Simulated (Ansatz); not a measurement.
# CH4CdO2: a ladder of functionals and wavefunction methods

The task here is to estimate one member of a computed series from the others.

Method: functionals in def2-TZVPP, the program's frozen cores in correlated methods; program: Ansatz 0.2.0, Gaussian basis.

Plan: LDA (SPW92), PBE-D4, revPBE-D4, BLYP-D4, r2SCAN-D4, B97M-V, PBE0-D4, B3LYP-D4, r2SCANh-D4, r2SCAN0-D4, HSE06-D4, BHLYP-D4, CAM-B3LYP-D4, LC-ωPBE, ωB97X-V, ωB97M-V, B2PLYP, PBE-QIDH; CCSD(T)/def2-SVP; CCSD(T)/def2-TZVPP; MP2/def2-QZVPP; extrapolation to the limit; RPA on PBE.

## The relaxed structure

The geometry comes from an earlier relaxation with PBE0-D4 in a triple-zeta def2 set; it is a stationary point, not always the lowest conformer. Cd takes the def2 core potential; no spin-orbit term is included.

SMILES `C[O][Cd][OH]`, 8 atoms, charge 0, spin multiplicity 1.

Atoms are counted from 1 here; the program's logs count them from 0.

Bond lengths: C1–O2 1.400 Å, C1–H5 1.100 Å, C1–H6 1.100 Å, C1–H7 1.097 Å, O2–Cd3 1.959 Å, Cd3–O4 1.958 Å, O4–H8 0.960 Å. Angles: O2–C1–H5 113.3°, O2–C1–H6 113.3°, O2–C1–H7 108.2°, H5–C1–H6 107.6°, H5–C1–H7 107.1°, H6–C1–H7 107.1°, C1–O2–Cd3 122.1°, O2–Cd3–O4 174.3°, Cd3–O4–H8 112.3°.

Geometry (Å):

```xyz
8
charge 0, multiplicity 1
C     0.6442    1.5057    0.0020
O     0.2837    0.4971    0.9033
Cd   -0.3796   -1.2459    0.3034
O    -0.9354   -3.0671   -0.1532
H    -0.1919    1.8462   -0.6263
H     1.4667    1.2168   -0.6685
H     0.9877    2.3729    0.5789
H    -1.8753   -3.1257   -0.3397
```

The first run:

The input, in.yaml:

```yaml
crystal:
  periodic: [false, false, false]
  atoms:
    - {symbol: C, position_ang: [0.644213, 1.505705, 0.002007]}
    - {symbol: O, position_ang: [0.283695, 0.497104, 0.903323]}
    - {symbol: Cd, position_ang: [-0.379595, -1.245905, 0.303400]}
    - {symbol: O, position_ang: [-0.935429, -3.067115, -0.153244]}
    - {symbol: H, position_ang: [-0.191945, 1.846232, -0.626274]}
    - {symbol: H, position_ang: [1.466669, 1.216810, -0.668496]}
    - {symbol: H, position_ang: [0.987707, 2.372890, 0.578949]}
    - {symbol: H, position_ang: [-1.875316, -3.125731, -0.339675]}
basis:
  gaussian: {orbitals: def2-TZVPP}
hamiltonian: {xc: lda}
output: {orbitals: {seedname: orbitals}}
```

The run is started by

```sh
$ ansatz run in.yaml --threads 4 --pin off --events-out ev --progress --plain --max-ram 10444MiB
```

Steps of the session up to this table: LDA; PBE-D4 (GGA); revPBE-D4 (GGA); BLYP-D4 (GGA); r2SCAN-D4 (meta-GGA); B97M-V (meta-GGA); PBE0-D4 (hybrid); B3LYP-D4 (hybrid); r2SCANh-D4 (hybrid); r2SCAN0-D4 (hybrid); HSE06-D4 (hybrid); BHLYP-D4 (hybrid); CAM-B3LYP-D4 (range-separated); LC-ωPBE (range-separated); ωB97X-V (range-separated); ωB97M-V (range-separated); B2PLYP (double hybrid); PBE-QIDH (double hybrid).

One of the session's tables, all rows but one given; the rest of the session is left out.

It belongs to the step «Orbital energies across the functionals». 

```
  functional  HOMO (eV)  LUMO (eV)  gap (eV)
 LDA (SPW92)      -5.96      -2.57      3.39
      PBE-D4      -5.76      -2.30      3.45
   revPBE-D4          ?          ?         ?
     BLYP-D4      -5.70      -2.30      3.40
   r2SCAN-D4      -6.03      -2.04      3.99
      B97M-V      -6.13      -2.22      3.91
     PBE0-D4      -7.26      -1.42      5.84
    B3LYP-D4      -7.05      -1.76      5.29
  r2SCANh-D4      -6.60      -1.72      4.88
  r2SCAN0-D4      -7.47      -1.26      6.21
    HSE06-D4      -6.85      -1.78      5.06
    BHLYP-D4      -8.75      -0.69      8.06
CAM-B3LYP-D4      -8.73      -0.56      8.17
     LC-ωPBE     -10.01       0.75     10.76
     ωB97X-V      -9.70       0.55     10.25
     ωB97M-V      -9.65       0.26      9.91
```

Estimate the missing values for revPBE-D4.

The run gave: HOMO (eV): -5.68; LUMO (eV): -2.19; gap (eV): 3.49. In the column «HOMO (eV)» it is the highest.
